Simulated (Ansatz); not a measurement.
Wanted: the native input for an Ansatz 0.2.0 run.

- Task: single point
- Functional: PBEsol
- Potentials or basis: all-electron LAPW, scalar-relativistic
- Cutoff: 279 eV (chosen from the basis error)
- Basis error allowed: 0.001 eV/atom
- k mesh: 7 × 7 × 7
- Occupations: fermi-dirac, width 0.05 eV
- Spin: collinear spin, ferromagnetic start
- Starting moments: [1.0, 1.0, 1.0, 1.0] μB

The system is TiNi.

```
Ni Ti
1.0
     3.82195    0.00000    0.00000
     0.00000    3.82195    0.00000
     0.00000    0.00000    3.63625
Ni Ti
2 2
Direct
  0.00000 0.00000 0.00000
  0.50000 0.50000 0.00000
  0.50000 0.00000 0.51920
  0.00000 0.50000 0.48080
```

The cell comes from a database or a generator and needn't be the stable form of this composition.

These files were run (other wordings do the same):

input.yaml

```yaml
crystal:
  lattice:
    - [3.821946, 0.0, 0.0]
    - [0.0, 3.821946, 0.0]
    - [0.0, 0.0, 3.63625]
  atoms:
    - { symbol: Ni, position: [0.0, 0.0, 0.0], spin: 1.0 }
    - { symbol: Ni, position: [0.5, 0.5, 0.0], spin: 1.0 }
    - { symbol: Ti, position: [0.5, 0.0, 0.519199], spin: 1.0 }
    - { symbol: Ti, position: [0.0, 0.5, 0.480801], spin: 1.0 }
kpoints:
  mp_grid: { grid: [7, 7, 7] }
scf:
  occupations: { method: fermi_dirac, width: 0.05 }
hamiltonian:
  xc: pbesol
  pseudopotentials: { kind: all_electron, lapw: { basis_error: 0.001 } }
magnetization:
  spin_polarized: true
output:
  forces: true
  stress: true
  eigenvalues: true
  populations: true
```

Potentials or basis: all-electron LAPW, scalar-relativistic.

The run is started by

```sh
$ ansatz run input.yaml --threads 4 --pin off --max-ram 12288MiB --backend cpu --events-out ev --progress --plain --runs-dir out
```

Results of the run:

| Property | Result |
| --- | --- |
| Pressure | -5.2 GPa |
| Largest force | 0.099 eV/Å |
| Band gap on the k mesh | none (metal or under the smearing width) |
| Net moment | 0.00 μB per cell |
| Absolute moment | 0.00 μB per cell |

Caveat: the starting moments weren't kept.

Run time: 23 s on 4 threads of Arm Neoverse V2 (shared host), peak memory 0.74 GiB.
